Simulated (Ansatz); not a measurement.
# C₃H₅Al: one species, many methods

Aim: compute C₃H₅Al with functionals from several rungs and with coupled cluster, and see how far each lands from CCSD(T) at the basis-set limit for the atomisation energy.

The runs use Ansatz 0.2.0, Gaussian basis; functionals in def2-TZVPP, the program's frozen cores in correlated methods.

Plan: LDA (SPW92), PBE-D4, revPBE-D4, BLYP-D4, r2SCAN-D4, B97M-V, PBE0-D4, B3LYP-D4, r2SCANh-D4, r2SCAN0-D4, HSE06-D4, BHLYP-D4, CAM-B3LYP-D4, LC-ωPBE, ωB97X-V, ωB97M-V, B2PLYP, PBE-QIDH; CCSD(T)/def2-SVP; CCSD(T)/def2-TZVPP; MP2/def2-QZVPP; extrapolation to the limit; RPA on PBE.

## (1) The geometry

The geometry comes from an earlier relaxation with PBE0-D4 in a triple-zeta def2 set; it is a stationary point, not always the lowest conformer.

SMILES `C=[C]1[CH2][AlH]1`, 9 atoms, charge 0, spin multiplicity 1.

Atoms are counted from 1 here; the program's logs count them from 0.

Bond lengths: C1–C2 1.326 Å, C1–H5 1.091 Å, C1–H6 1.086 Å, C2–C3 1.540 Å, C2–Al4 1.878 Å, C3–Al4 1.925 Å, C3–H7 1.096 Å, C3–H8 1.090 Å, Al4–H9 1.575 Å. Angles: C2–C1–H5 122.0°, C2–C1–H6 121.6°, H5–C1–H6 116.4°, C1–C2–C3 129.5°, C1–C2–Al4 155.0°, C3–C2–Al4 67.7°, C2–C3–Al4 64.5°, C2–C3–H7 112.3°, C2–C3–H8 118.0°, Al4–C3–H7 110.8°, Al4–C3–H8 132.7°, H7–C3–H8 110.3°, C2–Al4–C3 47.8°, C2–Al4–H9 156.9°, C3–Al4–H9 155.3°.

## (2) LDA

This LDA is Slater exchange with PW92 correlation.

Contents of in.yaml:

```yaml
crystal:
  periodic: [false, false, false]
  atoms:
    - {symbol: C, position_ang: [-0.145084, 1.153054, -1.138588]}
    - {symbol: C, position_ang: [0.037587, 0.427929, -0.043428]}
    - {symbol: C, position_ang: [0.471013, -1.043225, 0.097320]}
    - {symbol: Al, position_ang: [-0.452165, -0.302833, 1.615257]}
    - {symbol: H, position_ang: [0.131195, 0.785001, -2.127691]}
    - {symbol: H, position_ang: [-0.574596, 2.149669, -1.096117]}
    - {symbol: H, position_ang: [1.543011, -1.143336, 0.304450]}
    - {symbol: H, position_ang: [0.169531, -1.742900, -0.682848]}
    - {symbol: H, position_ang: [-1.092093, -0.329759, 3.054644]}
basis:
  gaussian: {orbitals: def2-TZVPP}
hamiltonian: {xc: lda}
output: {orbitals: {seedname: orbitals}}
```

On the command line:

```
ansatz run in.yaml --threads 2 --pin off --events-out ev --progress --plain --max-ram 4352MiB
```

The runs that follow: PBE-D4 (GGA); revPBE-D4 (GGA); BLYP-D4 (GGA); r2SCAN-D4 (meta-GGA); B97M-V (meta-GGA); B3LYP-D4 (hybrid); r2SCANh-D4 (hybrid); r2SCAN0-D4 (hybrid); HSE06-D4 (hybrid); BHLYP-D4 (hybrid); CAM-B3LYP-D4 (range-separated); LC-ωPBE (range-separated); ωB97X-V (range-separated); ωB97M-V (range-separated); B2PLYP (double hybrid); PBE-QIDH (double hybrid); CCSD(T) in def2-SVP; CCSD(T) in def2-TZVPP; MP2 in def2-QZVPP; RPA on PBE orbitals.

Before running them: what should the planned runs give, taken together? Wanted: atomisation energy, CCSD(T)/CBS; farthest beyond LDA; mean size of error, GGA; mean size of error, meta-GGA; mean size of error, hybrid; mean size of error, range-separated; mean size of error, double hybrid; gap, smallest and largest; T1 diagnostic.

**Answer**, as computed:

| quantity | value |
| --- | --- |
| atomisation energy, CCSD(T)/CBS | 3319.5 kJ/mol |
| functionals within 16.6 kJ/mol (0.5 %) | revPBE-D4, BLYP-D4, B3LYP-D4, r2SCANh-D4, CAM-B3LYP-D4, LC-ωPBE, ωB97X-V, ωB97M-V, PBE-QIDH |
| farthest beyond LDA | PBE-D4 (+91.3 kJ/mol) |
| mean size of error, GGA | 34.3 kJ/mol |
| mean size of error, meta-GGA | 34.9 kJ/mol |
| mean size of error, hybrid | 32.3 kJ/mol |
| mean size of error, range-separated | 9.1 kJ/mol |
| mean size of error, double hybrid | 13.4 kJ/mol |
| gap, smallest and largest | 2.74 eV (LDA (SPW92)), 9.39 eV (LC-ωPBE) |
| T1 diagnostic | 0.0125 |
| triples share of the correlation energy | 4.6 % |

What this shows: The LDA atomisation energy is off by 487.4 kJ/mol (15 %): it overbinds. PBE-D4 is off by +91.3 kJ/mol. Double hybrids carry the basis error of their MP2 part in triple zeta, and no dispersion term here, so their miss is partly the set-up's. The rungs range-separated, double hybrid miss on average by less than the doubt on the reference (16.6 kJ/mol), so they tie. Misses under about 16.6 kJ/mol are within the doubt on the reference itself, which lacks core-valence correlation, relativity and higher excitations. Hartree-Fock recovers 73 % of the binding; the rest is correlation. CCSD(T) in def2-SVP is off by -146.0 kJ/mol, so the small basis spoils what the method gains. The gap grows from 2.7 to 9.4 eV across the functionals, mostly with the share of exact exchange. The restricted reference is unstable towards a spin-broken one.
